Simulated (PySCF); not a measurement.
# H3HfS3 (Hf(SH)3+): the cost of one run

Program: PySCF 2.14.0. Level of theory: PBE0, Hf def2-SVP with ECP60, S def2-SVP, H def2-SVP; scalar-relativistic core potentials, no spin–orbit coupling. These are calculated values, not measurements.

1 further run of the same task is left out (for a known fault of the program).

## 1. The starting structure

7 atoms, charge 1, spin multiplicity 1.

Bond lengths: Hf1–S2 2.370 Å, Hf1–S4 2.370 Å, Hf1–S6 2.370 Å, S2–H3 1.354 Å, S4–H5 1.354 Å, S6–H7 1.354 Å. Angles: S2–Hf1–S4 105.4°, S2–Hf1–S6 105.4°, S4–Hf1–S6 105.4°, Hf1–S2–H3 102.3°, Hf1–S4–H5 102.3°, Hf1–S6–H7 102.3°.

Coordinates:

```xyz
7
H3HfS3
Hf    0.0000    0.0000   -0.8292
S     2.1777    0.0000    0.1069
H     1.9207    0.0000    1.4366
S    -1.0889    1.8859    0.1069
H    -0.9604    1.6634    1.4366
S    -1.0888   -1.8860    0.1069
H    -0.9603   -1.6634    1.4366
```

Formal oxidation states: Hf +4. An earlier session relaxed this geometry at PBE0, Hf def2-SVP with ECP60, S def2-SVP, H def2-SVP (singlet, point group C3v).

Its energy there is -1243.416180 Eh.

## 2. One electron removed, multiplicity 2

The input, run.py (the lines that set the calculation):

```python
mol = gto.M(atom='''
Hf     0.00000     0.00000    -0.82923
S      2.17770     0.00001     0.10691
H      1.92070     0.00001     1.43662
S     -1.08886     1.88594     0.10691
H     -0.96036     1.66337     1.43662
S     -1.08884    -1.88595     0.10691
H     -0.96034    -1.66338     1.43662''',
    basis={'Hf': 'def2-SVP', 'S': 'def2-SVP', 'H': 'def2-SVP'},
    ecp={'Hf': 'def2-SVP'},
    charge=2, spin=1)
mf = dft.UKS(mol, xc='PBE0')
mf.grids.atom_grid = (50, 194)
mf = mf.density_fit()  # fitting sets: Hf def2-universal-JKFIT, S def2-universal-JKFIT, H def2-universal-JKFIT
mf.conv_tol = 1e-08; mf.max_cycle = 55
mf.kernel(dm0)  # dm0: the density of the relaxed state
```

On the command line:

```sh
$ OMP_NUM_THREADS=2 python run.py
```

**Question.** How long does this run take on 2 threads of Intel Xeon at 2.50GHz (Skylake/Cascade Lake), shared host?

About 10 s.
